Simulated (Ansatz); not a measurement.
# GeHF2 radical: how energies converge with the basis set

An exercise on one series of results from a longer session: the logs are not shown, and one member is left open.

Method: one geometry, several basis sets; program: Ansatz 0.2.0, Gaussian basis.

The runs, in order: PBE0-D4/def2-SVP; ωB97M-V/def2-SVP; PBE0-D4/def2-QZVPP; ωB97M-V/def2-QZVPP; the functionals' def2-TZVPP values are taken from earlier runs.

**The geometry**

An earlier PBE0-D4 in a triple-zeta def2 set relaxation fixed the geometry.

SMILES `[F][GeH][F]`, 4 atoms, charge 0, spin multiplicity 2.

Atoms are counted from 1 here; the program's logs count them from 0.

Bond lengths: F1–Ge2 1.732 Å, Ge2–F3 1.732 Å, Ge2–H4 1.564 Å. Angles: F1–Ge2–F3 103.8°, F1–Ge2–H4 107.0°, F3–Ge2–H4 107.0°.

Coordinates:

```csv
atom,x (Å),y (Å),z (Å)
F1,-0.25028,-0.05039,1.55192
Ge2,0.49936,-0.08648,-0.00947
F3,-0.44677,-1.23480,-0.89683
H4,0.25319,1.31136,-0.66581
```

Set-up of the first run:

in.yaml reads:

```yaml
crystal:
  periodic: [false, false, false]
  atoms:
    - {symbol: F, position_ang: [-0.250285, -0.050390, 1.551916]}
    - {symbol: Ge, position_ang: [0.499361, -0.086477, -0.009473]}
    - {symbol: F, position_ang: [-0.446771, -1.234795, -0.896831]}
    - {symbol: H, position_ang: [0.253194, 1.311361, -0.665812]}
basis:
  gaussian: {orbitals: def2-SVP}
magnetization: {spin_polarized: true, initial_magnetization: 1}
hamiltonian: {xc: pbe0, dispersion: d4}
output: {orbitals: {seedname: orbitals}}
```

Among the steps run: PBE0-D4 in def2-SVP; ωB97M-V in def2-SVP; PBE0-D4 in def2-QZVPP; ωB97M-V in def2-QZVPP.

One of the session's tables, all rows but one given; the rest of the session is left out.

It belongs to the step «Density functionals: the series». 

```
functional       basis  HOMO (eV)  LUMO (eV)
   PBE0-D4    def2-SVP          ?          ?
   PBE0-D4  def2-TZVPP      -7.55      -3.87
   PBE0-D4  def2-QZVPP      -7.59      -3.92
   ωB97M-V    def2-SVP      -9.44      -1.87
   ωB97M-V  def2-TZVPP      -9.59      -2.00
   ωB97M-V  def2-QZVPP      -9.65      -2.10
```

Q: Estimate the row for PBE0-D4, def2-SVP from the others.

The run gave: HOMO (eV): -7.42; LUMO (eV): -3.80. In the column «HOMO (eV)» it is the highest.
